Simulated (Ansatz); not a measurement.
# SnO2: stress in a strained cell

SnO2 is deformed so: zz strain of +1 %. What stress and forces result, by LAPW, PAW and all-electron datasets made for the crystal?

Method: DFT LDA, scalar-relativistic, in Ansatz 0.2.0.

## (1) The structure to begin with

Symmetry: P4_2/mnm, No. 136, tetragonal system. The conventional cell has a = 4.737 Å, b = 4.737 Å, c = 3.186 Å, α = 90.00°, β = 90.00°, γ = 90.00°. Sn (site symmetry mmm) has 6 O at 2.05 to 2.06 Å as nearest neighbours. O (site symmetry m2m) has 3 Sn at 2.05 to 2.06 Å as nearest neighbours.

As a file:

```cif
data_structure
_symmetry_space_group_name_H-M 'P4_2/mnm'
_symmetry_Int_Tables_number 136
_cell_length_a 4.7374
_cell_length_b 4.7374
_cell_length_c 3.1864
_cell_angle_alpha 90.000
_cell_angle_beta 90.000
_cell_angle_gamma 90.000
_cell_volume 71.51
loop_
_atom_site_label
_atom_site_type_symbol
_atom_site_symmetry_multiplicity
_atom_site_Wyckoff_symbol
_atom_site_fract_x
_atom_site_fract_y
_atom_site_fract_z
_atom_site_occupancy
Sn1 Sn 2 a 0.00000 0.00000 0.00000 1
O1 O 4 f 0.30562 0.30562 0.00000 1
```

The file gives the conventional cell by its symmetry; the runs use the cell typed in the input.

Atoms are numbered in the order of the input: Sn1, Sn2, O3, O4, O5, O6.

## (2) The deformed structure

Space group P4_2/mnm before, P4_2/mnm after.

## (3) Full-potential LAPW

Input file input.yaml:

```yaml
crystal:
  lattice:
    - [4.73735, 0.0, 0.0]
    - [0.0, 4.73735, 0.0]
    - [0.0, 0.0, 3.218264]
  atoms:
    - { symbol: Sn, position: [0.0, 0.0, 0.0] }
    - { symbol: Sn, position: [0.5, 0.5, 0.5] }
    - { symbol: O, position: [0.30562, 0.30562, 0.0] }
    - { symbol: O, position: [0.19438, 0.80562, 0.5] }
    - { symbol: O, position: [0.69438, 0.69438, 0.0] }
    - { symbol: O, position: [0.80562, 0.19438, 0.5] }
kpoints:
  mp_grid: { grid: [4, 4, 6] }
  band_path:
    path:
      - [0.0, 0.0, 0.0]
      - [0.0, 0.5, 0.0]
      - [0.5, 0.5, 0.0]
      - [0.0, 0.0, 0.0]
      - [0.0, 0.0, 0.5]
      - [0.0, 0.5, 0.5]
      - [0.5, 0.5, 0.5]
      - [0.0, 0.0, 0.5]
      - [0.0, 0.5, 0.0]
    npoints: 5
scf:
  occupations: { method: fermi_dirac, width: 0.03 }
hamiltonian:
  xc: lda
  pseudopotentials: { kind: all_electron, lapw: { basis_error: 0.001 } }
output:
  forces: true
  stress: true
  eigenvalues: true
```

Started as:

```console
$ ansatz run input.yaml --threads 2 --pin off --max-ram 8192MiB --backend cpu --events-out ev --progress --plain --runs-dir out
```

## (4) Frozen-core PAW

Input file input.yaml:

```yaml
crystal:
  lattice:
    - [4.73735, 0.0, 0.0]
    - [0.0, 4.73735, 0.0]
    - [0.0, 0.0, 3.218264]
  atoms:
    - { symbol: Sn, position: [0.0, 0.0, 0.0] }
    - { symbol: Sn, position: [0.5, 0.5, 0.5] }
    - { symbol: O, position: [0.30562, 0.30562, 0.0] }
    - { symbol: O, position: [0.19438, 0.80562, 0.5] }
    - { symbol: O, position: [0.69438, 0.69438, 0.0] }
    - { symbol: O, position: [0.80562, 0.19438, 0.5] }
kpoints:
  mp_grid: { grid: [4, 4, 6] }
scf:
  occupations: { method: fermi_dirac, width: 0.03 }
hamiltonian:
  xc: lda
  pseudopotentials: { kind: paw }
output:
  forces: true
  stress: true
  eigenvalues: true
  efg: { contact_densities: true }
```

## (5) All-electron PAW on datasets made for the crystal

input.yaml, as its differences from that of step 4:

```diff
@@ -18,3 +18,3 @@
   xc: lda
-  pseudopotentials: { kind: paw }
+  pseudopotentials: { kind: all_electron, datasets: crystal }
 output:
```

(Steps that only read results are left out.)

**Question.** What will these runs give? Wanted: pressure; largest shear or deviatoric stress.

The runs gave:

| quantity | value |
| --- | --- |
| pressure | LAPW -3.33, PAW -3.45, crystal datasets -3.33 GPa |
| largest shear or deviatoric stress (LAPW) | 1.45 GPa |

The largest part of the stress beyond the pressure is 1.45 GPa in size, in the zz component; the atoms are carried along and not relaxed. No run of the undeformed cell stands beside it, so the pressure holds what the given cell had before the change. PAW: stress within 0.15 GPa of LAPW, forces within 2 meV/Å. Crystal datasets: stress within 0.01 GPa of LAPW, forces within 1 meV/Å.
